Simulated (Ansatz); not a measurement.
**EuCd (Pm-3m): single point from an input typed as a dict**

Wanted for EuCd (Pm-3m): a single point from an input typed as a dict.

Program: Ansatz 0.2.0 through its Python package. Level of theory: DFT PBEsol, plane waves, PAW. These are calculated values, not measurements.

**1. The structure**

Symmetry: Pm-3m, No. 221, cubic system. The conventional cell has a = 3.917 Å, b = 3.917 Å, c = 3.917 Å, α = 90.00°, β = 90.00°, γ = 90.00°. Around Eu (site symmetry m-3m) lie 8 Cd at 3.39 Å. Cd (site symmetry m-3m) is surrounded by 8 Eu at 3.39 Å.

The script holds or builds the structure itself.

**2. Script**

Contents of deck.py:

```python
"""EuCd from an input typed as a mapping."""

import warnings

import ansatz
import numpy as np

warnings.simplefilter("ignore", ansatz.DeckWarning)

config = {
    "crystal": {
        "lattice": [[3.916854, 0.0, 0.0], [0.0, 3.916854, 0.0], [0.0, 0.0, 3.916854]],
        "atoms": [
            {"symbol": "Eu", "position": [0.5, 0.5, 0.5], "spin": 7.0},
            {"symbol": "Cd", "position": [0.0, 0.0, 0.0]},
        ],
    },
    "magnetization": {"spin_polarized": True},
    "kpoints": {"mp_grid": {"kspacing": 0.3}},
    "hamiltonian": {"xc": "pbesol"},
    "scf": {"occupations": {"method": "cold", "width": 0.05}},
    "output": {"stress": True, "eigenvalues": True},
}

outcome = ansatz.Session.from_dict(config).plan(threads=1).execute()
data = outcome.report

for key in ("converged", "n_iterations", "n_electrons", "n_kpoints", "n_pw", "n_symmetry_ops", "free_energy_ev", "fermi_energy_ev"):
    print(f"{key:18s} {data[key]}")

fermi = data["fermi_energy_ev"]
print("levels less the Fermi level (eV) at the first k-points")
for k, levels in list(zip(data["kpoints_frac"], data["eigenvalues_ev"]))[:3]:
    print("k = ({:.3f}, {:.3f}, {:.3f})".format(*k))
    print("   ", " ".join(f"{e - fermi:.3f}" for e in levels))

gap = None if "band_edges_ev" not in data else data["band_edges_ev"][1] - data["band_edges_ev"][0]
print("gap on the k mesh:", "withheld (metal, or smearing too wide to tell)" if gap is None else f"{gap:.3f} eV")
print("lowest empty less highest filled band, by band count:", round(data["gap_by_band_count_ev"], 3), "eV")

# the stress is positive in compression
sigma = data["stress_gpa"]
voigt = [sigma[0][0], sigma[1][1], sigma[2][2], sigma[1][2], sigma[0][2], sigma[0][1]]
print("stress xx yy zz yz xz xy (GPa):", " ".join(f"{s:.3f}" for s in voigt))
print("P =", round(10 * float(np.mean(voigt[:3])), 2), "kbar")

print("site moments (muB):", [round(m, 2) for m in data["site_moments_mub"]])
print("electrons up, down:", [round(n, 3) for n in data["spin_occupation_sums"]])
```

**3. The input behind the calls**

The package turns the script's settings into the engine's input:

```yaml
crystal:
  lattice:
    - [3.916854, 0.0, 0.0]
    - [0.0, 3.916854, 0.0]
    - [0.0, 0.0, 3.916854]
  atoms:
    - { symbol: Eu, position: [0.5, 0.5, 0.5], spin: 7.0 }
    - { symbol: Cd, position: [0.0, 0.0, 0.0] }
magnetization:
  spin_polarized: true
kpoints:
  mp_grid:
    kspacing: 0.3
hamiltonian:
  xc: pbesol
scf:
  occupations:
    method: cold
    width: 0.05
output:
  stress: true
  eigenvalues: true
```

**4. The run**

Command:

```
python deck.py
```

**Question.** What results will this script give? Wanted: free energy; gap on the mesh; pressure; moment, net / absolute.

The runs gave:

| quantity | value |
| --- | --- |
| free energy | -16849.2085 eV (-8424.6042 eV/atom) |
| gap on the mesh | none |
| pressure | -2.15 GPa |
| moment, net / absolute | 6.96 / 6.97 μB per cell |

**Reading.** The mesh shows no gap. The pressure of -2.1 GPa means that the cell would shrink if relaxed at this level. Notes:
- Open f shells: without a Hubbard U, without spin-orbit coupling; the state reached hangs on the start and needn't be the lowest.
- The computed bands are complete only to about 3.8 eV above the Fermi level.
- The levels shown are those of the first spin channel.
- For a metal this k-point mesh is coarse: on a finer one energies can move by several to tens of meV an atom and pressures by half a GPa or more, differences at one mesh by less.
- Only differences from the Fermi energy are physical; the zero of the scale is a convention.
- The structure comes from a database of computed cells and needn't be a stable or known phase.
- Gaps and levels are Kohn-Sham values on a finite set of k-points, without spin-orbit coupling.
